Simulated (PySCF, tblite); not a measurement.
**C₅H₉NSSi: geometry, infrared bands and NMR shifts**

Wanted: the infrared bands and NMR shifts of C₅H₉NSSi (`CS[SiH2]n1cccc1`), by calculation.

Computed with tblite 0.8.0 and PySCF 2.14.0, with density-fitted response routines of our own, on a single molecule in the gas phase. Atoms are numbered from 0 throughout.

**1. The molecule as given**

17 atoms, charge 0, multiplicity 1; geometry from: force field or distance geometry start.

Bonds of the start (Å): C0–S1 1.81, S1–Si2 2.12, Si2–N3 1.81, N3–C4 1.34, C4–C5 1.38, C5–C6 1.39, C6–C7 1.39, C7–N3 1.34, C0–H8 1.11, C0–H9 1.11, C0–H10 1.11, Si2–H11 1.47, Si2–H12 1.47, C4–H13 1.09, C5–H14 1.09, C6–H15 1.07, C7–H16 1.09.

**2. Relaxing the molecule with GFN2-xTB**

Job settings and geometry (Å):

```
{"job": {"kind": "relax", "xc": "GFN2-xTB", "basis": "xTB"}, "charge": 0, "multiplicity": 1}
C      3.051700     0.534900     0.193700
S      2.296400    -0.853700     1.076500
Si     0.568900    -1.638500     0.130600
N     -0.816800    -0.475200     0.267900
C     -0.680100     0.778900     0.732800
C     -1.918400     1.396500     0.716100
C     -2.826000     0.461600     0.240700
C     -2.103300    -0.701100    -0.018800
H      2.525400     1.490800     0.373100
H      4.089900     0.632900     0.562100
H      3.104000     0.331000    -0.896100
H      0.170300    -2.912000     0.743400
H      0.833100    -1.799000    -1.305600
H      0.232500     1.282600     1.049300
H     -2.106000     2.424700     1.030900
H     -3.868800     0.665700     0.145800
H     -2.560000    -1.607900    -0.402800
```

Command:

```sh
OMP_NUM_THREADS=1 python probes_run.py task.json out
```

This one command runs all jobs of the session in turn.

**Question.** This job is followed by: GFN2-xTB harmonic vibrations, gas phase; GIAO PBE0/pcSseg-1 NMR shielding, non-relativistic, gas phase. What will the session give for the following? strongest single infrared mode (GFN2-xTB); zero-point energy (GFN2-xTB); 13C shifts against TMS (PBE0/pcSseg-1, means over atoms taken as alike); 1H shifts against TMS (PBE0/pcSseg-1, means over atoms taken as alike); 33S shifts against CS2 (PBE0/pcSseg-1); 29Si shifts against TMS (PBE0/pcSseg-1); 15N shifts against NH3 (PBE0/pcSseg-1).

As calculated:

```
                                                               quantity                       value
                              strongest single infrared mode (GFN2-xTB)        710 cm⁻¹, 270 km/mol
                                           zero-point energy (GFN2-xTB)               79.1 kcal/mol
13C shifts against TMS (PBE0/pcSseg-1, means over atoms taken as alike)      126.3, 118.7, 13.6 ppm
 1H shifts against TMS (PBE0/pcSseg-1, means over atoms taken as alike)  6.90, 6.67, 5.61, 2.01 ppm
                                 33S shifts against CS2 (PBE0/pcSseg-1)                    -182 ppm
                                29Si shifts against TMS (PBE0/pcSseg-1)                   -19.3 ppm
                                 15N shifts against NH3 (PBE0/pcSseg-1)                   170.1 ppm
```

In words: Relaxing lowered the energy by 0.432 eV in 160 steps; the close pair that moved most is Si2–N3, from 1.814 to 1.745 Å. All 45 modes are real, so the xTB geometry is a minimum. The strongest single mode, at 710 cm⁻¹, is spread over several atoms, H12, C0, H11, S1 among them. GFN2-xTB is a fitted tight-binding method: band positions and strengths are rough. Its intensities can rank the bands wrongly. At PBE0/pcSseg-1: The largest span, 238 ppm, is at S1, where the paramagnetic term is -372 ppm. NICS(1)zz of -29 ppm above the planar ring from N3 marks a diatropic (aromatic) ring current.
